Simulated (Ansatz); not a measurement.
What does this script print? It uses Ansatz 0.2.0, Python API.

The script, `ts_h4nsb.py`:
```python
# -*- coding: utf-8 -*-
"""Saddle point for pyramidal inversion in H4NSb."""

import itertools
import warnings

import ansatz as az
from ase.data import atomic_numbers, covalent_radii
import numpy as np

BASIS = "def2-SVP"
LEVEL = "MP2"

warnings.simplefilter("ignore", az.DeckWarning)

geometry = (
    az.Crystal.molecule()
    .atom("N", [-0.2162, -1.0046, 0.033])
    .atom("Sb", [0.719, 0.8823, 0.0303])
    .atom("H", [0.1357, -1.5263, -0.7544])
    .atom("H", [0.0472, -1.4216, 0.9181])
    .atom("H", [-0.173, 1.4194, -1.4007])
    .atom("H", [-0.4705, 1.5869, 1.1276])
)

model = (
    geometry.calculation()
    .basis(gaussian=BASIS)
    .correlation(LEVEL)
)
symbols = [site.symbol for site in geometry.cartesian_sites]
start = np.array([site.position_ang for site in geometry.cartesian_sites], dtype=float)
data = model.relax(force_tolerance=0.005).run(threads=1, pin="off").report
end = np.array(data["positions_ang"])

# start with the apex atom pushed most of the way into the plane of its neighbours
a, b, d = end[[1, 2, 3]]
normal = np.cross(b - a, d - a)
normal /= np.linalg.norm(normal)
flat = end.copy()
flat[0] -= 0.8 * ((end[0] - a) @ normal) * normal
guess = np.zeros_like(flat)
guess[0] = normal
near = az.Crystal.molecule()
for symbol, place in zip(symbols, flat):
    near = near.atom(symbol, place.tolist())
search = (
    near.calculation()
    .basis(gaussian=BASIS)
    .correlation(LEVEL)
    .saddle(mode_guess=guess.tolist(), force_tolerance=0.01, max_steps=40)
)
steps = []
top = search.session().plan().execute(on_event=lambda e: steps.append(e["data"]) if e["event"] == "saddle_step" else None).report
for s in steps:
    print(f"step {s['step']:2d}  E = {s['lagrangian_ev']:.5f} eV  force {s['allowed_force_max_ev_ang']:.4f} eV/A  curvature {s['curvature_ev_ang2']:.3f} eV/A^2")
print(f"minimum {data['free_energy_ev']:.5f} eV, saddle {top['free_energy_ev']:.5f} eV")
print(f"electronic barrier {(top['free_energy_ev'] - data['free_energy_ev']):.2f} eV")
saddle = np.array(top["positions_ang"])
# pairs closer than 1.2 times the sum of covalent radii, before or after
radius = [covalent_radii[atomic_numbers[s]] for s in symbols]
span = lambda where, i, j: np.linalg.norm(where[i] - where[j])
bonded = [(i, j) for i, j in itertools.combinations(range(len(symbols)), 2) if min(span(end, i, j), span(saddle, i, j)) < 1.2 * (radius[i] + radius[j])]
print("pair        before    after (A)")
for i, j in bonded:
    print(f"{symbols[i]}{i}-{symbols[j]}{j}".ljust(10), f"{span(end, i, j):8.4f} {span(saddle, i, j):8.4f}")
```

```console
$ python ts_h4nsb.py
step  1  E = -8061.25320 eV  force 4.1611 eV/A  curvature -13.866 eV/A^2
step  2  E = -8061.53567 eV  force 0.5167 eV/A  curvature -3.442 eV/A^2
step  3  E = -8061.54851 eV  force 0.2871 eV/A  curvature -1.913 eV/A^2
step  4  E = -8061.55098 eV  force 0.3163 eV/A  curvature -1.835 eV/A^2
step  5  E = -8061.55386 eV  force 0.1261 eV/A  curvature -2.411 eV/A^2
step  6  E = -8061.55484 eV  force 0.0369 eV/A  curvature -2.815 eV/A^2
step  7  E = -8061.55563 eV  force 0.0548 eV/A  curvature -2.934 eV/A^2
step  8  E = -8061.55712 eV  force 0.0672 eV/A  curvature -2.870 eV/A^2
step  9  E = -8061.55719 eV  force 0.2239 eV/A  curvature -2.612 eV/A^2
step 10  E = -8061.55746 eV  force 0.0347 eV/A  curvature -2.842 eV/A^2
step 11  E = -8061.55747 eV  force 0.0204 eV/A  curvature -2.841 eV/A^2
step 12  E = -8061.55741 eV  force 0.0182 eV/A  curvature -2.859 eV/A^2
step 13  E = -8061.55741 eV  force 0.0101 eV/A  curvature -2.855 eV/A^2
step 14  E = -8061.55741 eV  force 0.0017 eV/A  curvature -2.865 eV/A^2
minimum -8061.65374 eV, saddle -8061.55741 eV
electronic barrier 0.10 eV
pair        before    after (A)
N0-Sb1       2.0625   2.0151
N0-H2        1.0199   1.0109
N0-H3        1.0198   1.0100
Sb1-H4       1.7136   1.7080
Sb1-H5       1.6995   1.7081
```

What to keep in mind:
- Total energies depend on the basis set; only differences at equal settings carry meaning.
- The energies are electronic: no zero-point or thermal terms, and the basis set is short of its limit. No separate frequency run checks the order of the saddle point.
- def2 sets replace the cores of elements past krypton by effective core potentials.
- Timing: 110 s on 1 thread of Arm Neoverse V2 (shared host), peak memory 0.19 GiB.
